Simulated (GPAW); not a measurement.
The system is TeAs2.

```xyz
6
Lattice="-3.5565 3.5565 2.9405 3.5565 -3.5565 2.9405 3.5565 3.5565 -2.9405" Properties=species:S:1:pos:R:3 pbc="T T T"
Te    0.0000    0.0000    0.0000
Te    0.0000    3.5565    1.4703
As    0.0000    1.7782    3.6756
As    3.5565    1.7782    0.7351
As    1.7782    3.5565   -0.7351
As    1.7782    0.0000    2.2054
```

The cell comes from a database or a generator and needn't be the stable form of this composition.

| Property | Result |
| --- | --- |
| Program | GPAW 26.7.0 |
| Task | relaxation of cell and atoms |
| Functional | PBEsol |
| Potentials or basis | PAW data sets generated in the run's folder for this functional |
| Cutoff | 600 eV |
| Basis | pw |
| k mesh | 4 × 4 × 4 |
| Occupations | fermi-dirac, width 0.05 eV |
| Spin | no spin polarisation |

At the start: pressure -4.7 GPa; volume 24.80 Å³/atom.

Problem. Where does the relaxation end?

Solution. Over 7 steps the energy falls by 29.8 meV/atom and the volume is 22.91 Å³/atom (-7.6 %); space group I4_1/amd (No. 141, to 0.05 Å).

Step by step:
```
step  energy change (eV)  largest force (eV/Å)  pressure (GPa)  volume (Å³)
   1              0.0000                0.0000           -4.70       148.77
   2             -0.0226                0.0000           -4.42       148.00
   3             -0.1677                0.0001            0.47       137.39
   4             -0.1696                0.0000           -0.13       138.45
   5             -0.1700                0.0000           -0.13       138.42
   6             -0.1772                0.0002            0.00       137.08
   7             -0.1786                0.0001            0.00       137.43
```

Final structure:
```xyz
6
Lattice="-3.4511 3.4511 2.8848 3.4511 -3.4511 2.8848 3.4511 3.4511 -2.8848" Properties=species:S:1:pos:R:3 pbc="T T T"
Te    0.0000    0.0000    0.0000
Te    0.0000    3.4511    1.4424
As    0.0000    1.7256    3.6060
As    3.4511    1.7255    0.7212
As    1.7255    3.4511   -0.7212
As    1.7256    0.0000    2.1636
```

Caveat: later steps reuse the first step's grids.
